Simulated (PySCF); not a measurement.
# InF (SMILES [F][In]) at B3LYP/STO-6G

Aim: the vertical ionisation energy of InF at B3LYP/STO-6G, from 2 runs. Input form: a Python script.

The results are computed with PySCF 2.14.0.

11 further runs of the same task are left out: 5 that didn't finish, 6 set aside as unsound or not needed.

**1. The structure to begin with**

The species is InF (2 atoms), meant as a singlet with charge 0. As SMILES, `[F][In]`. The coordinates come from a PBE0-D4/def2-TZVP relaxation.

Bond lengths: F1–In2 1.994 Å.

**2. The energy at B3LYP/STO-6G**

File input.py:

```python
# InF
from pyscf import gto, dft

mol = gto.M(
    atom='F 0.000000 0.000000 0.015910; In -0.000000 -0.000000 2.009580',
    verbose=3,
    basis='sto-6g',
    charge=0,
    max_memory=1860,
)

mf = dft.RKS(mol)
mf.xc = 'b3lyp'
mf.conv_tol = 1e-10
mf.grids.level = 5
mf.kernel()
if not mf.converged:
    mf = mf.newton().run(mf.mo_coeff, mf.mo_occ)

etot = mf.e_tot
print('E(%s) = %.9f' % ('B3LYP', etot))
```

Command:

```console
$ OMP_NUM_THREADS=1 python input.py
```

Log:

```text
converged SCF energy = -5814.02107231187
E(B3LYP) = -5814.021072312
```

Run time: 4.5 s. Hardware: 1 thread of Arm Neoverse V1, shared host; peak memory 0.23 GiB.

**3. The doublet cation at the same level**

File input.py:

```python
from pyscf import gto, dft

mol = gto.M(
    atom='''
F      0.000000     0.000000     0.030066
In     0.000000     0.000000     3.797556
''',
    unit='bohr',
    spin=1,
    verbose=4,
    max_memory=1860,
    charge=1,
    basis='sto-6g',
)

calc0 = dft.UKS(mol)
calc0.xc = 'b3lyp'
calc0.conv_tol = 1e-10
calc0.grids.level = 5
calc0.kernel()
if not calc0.converged:
    calc0 = calc0.newton().run(calc0.mo_coeff, calc0.mo_occ)

e_final = calc0.e_tot
print('E(%s) = %.9f' % ('B3LYP', e_final))
```

Command:

```console
$ OMP_NUM_THREADS=1 python input.py
```

Log:

```text
PySCF version 2.14.0

[INPUT] num. atoms = 2
[INPUT] num. electrons = 57
[INPUT] charge = 1
[INPUT] spin (= nelec alpha-beta = 2S) = 1
[INPUT] symmetry False subgroup None
[INPUT] Mole.unit = bohr
[INPUT] Symbol           X                Y                Z      unit          X                Y                Z       unit  Magmom
[INPUT]  1 F      0.000000000000   0.000000000000   0.015910242024 AA    0.000000000000   0.000000000000   0.030066000000 Bohr   0.0
[INPUT]  2 In     0.000000000000   0.000000000000   2.009580092393 AA    0.000000000000   0.000000000000   3.797556000000 Bohr   0.0

nuclear repulsion = 117.054059864791
number of shells = 14
number of NR pGTOs = 192
number of NR cGTOs = 32
basis = sto-6g
ecp = {}

[... 34 lines left out ...]
WARN: HOMO -0.548406217587486 >= LUMO -0.548406217587485
[... 50 lines left out ...]
converged SCF energy = -5813.82088368241  <S^2> = 0.75579875  2S+1 = 2.0057904
E(B3LYP) = -5813.820883682
```

It took 7.2 s on 1 thread of Arm Neoverse V1, shared host; peak memory 0.23 GiB.

**4. Summary of results**

At B3LYP/STO-6G:

| quantity | value |
| --- | --- |
| singlet InF: total energy | -5814.02107 Eh |
| singlet InF: dipole moment | 0.05 D |
| singlet InF: HOMO energy | -2.13 eV |
| singlet InF: LUMO energy | 2.56 eV |
| singlet InF: HOMO–LUMO gap | 4.69 eV |
| doublet cation: total energy | -5813.82088 Eh |
| doublet cation: HOMO energy (highest over α and β) | -11.44 eV |
| doublet cation: LUMO energy (lowest over α and β) | -8.62 eV |
| doublet cation: ⟨S²⟩ | 0.756 |
| vertical ionisation energy (to the doublet cation) | 5.447 eV |

**Reading.** Removing an electron at fixed nuclei costs 5.45 eV (526 kJ/mol). −ε(HOMO) before ionisation, 2.13 eV, is 3.32 eV below this ionisation energy. In a minimal basis such a difference can be off by several eV, whatever the method. Relativity is left out (singlet InF) although the molecule holds a heavy atom. Relativity is left out (doublet cation) although the molecule holds a heavy atom.
